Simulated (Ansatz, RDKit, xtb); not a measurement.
# C3H13BNP: which of the isomers drawn lies lowest?

A sample of isomers of C3H13BNP is drawn. Aim: find which of them has the lowest free energy at 298.15 K, then its properties. The sample is small against all isomers, and the most stable one of this formula need not be in it.

Plan: many cheap relaxations first (GFN2-xTB), then density-functional screening, relaxation at B3LYP-D3(BJ)/def2-SVP, vibrations (at GFN2-xTB) and a final energy. The numbers are computed, not measured.

1 further run of the same task is left out (set aside as unsound or not needed).

## Step 1: Drawing up candidates

Isomers were taken from a list of plausible structures; this is a sample, not all of them. That gives 8 candidates.

```tsv
label	SMILES	spin
c022	CCC[NH2+][BH2-]P	singlet
c072	CC(C)N[BH2-][P@H3+]	singlet
c204	CCNC[BH2-][P@H3+]	singlet
c430	CCC[B@H-]([NH3+])P	singlet
c513	CC[B@@H-]([P@H3+])NC	singlet
c528	CCC[B@@H-](N)[P@@H3+]	singlet
c736	CCN(C)[BH2-][P@H3+]	singlet
c826	C[N+](C)(C)[BH2-]P	singlet
```

Candidates are built by distance geometry, with a force field where one applies, in up to four conformers (letters a to d).

**Question.** With final energies at CCSD(T)/def2-SVP + MP2/def2-TZVPP - MP2/def2-SVP, which structure will this search put lowest in free energy, and by what margin?

| quantity | value |
| --- | --- |
| lowest structure found | CCC[B@H-]([NH3+])P, singlet |
| next finalist | CCC[NH2+][BH2-]P, singlet, 7.0 kcal/mol higher in G |
| share at equilibrium, among the finalists | 100.0 % |

The search ends on `CCC[B@H-]([NH3+])P`. The margin of 7.0 kcal/mol over the next finalist is beyond the usual error of the last level; it says nothing of structures that weren't ranked. HF/STO-3G, r2SCAN-D4/def2-SVP, B3LYP-D3(BJ)/def2-SVP, HF/def2-SVP and MP2/def2-SVP already put its bonding pattern lowest among the structures in one piece; GFN2-xTB favours the singlet CC(C)N[BH2-][P@H3+] (c072d, not a finalist). 6 minima inside the window were never screened. The search is not exhaustive (a finite list of starts, one conformer a finalist), so a lower isomer can't be ruled out. Only 8 drawn patterns were tried, so whole families of isomers are missing, and the result ranks this sample alone.
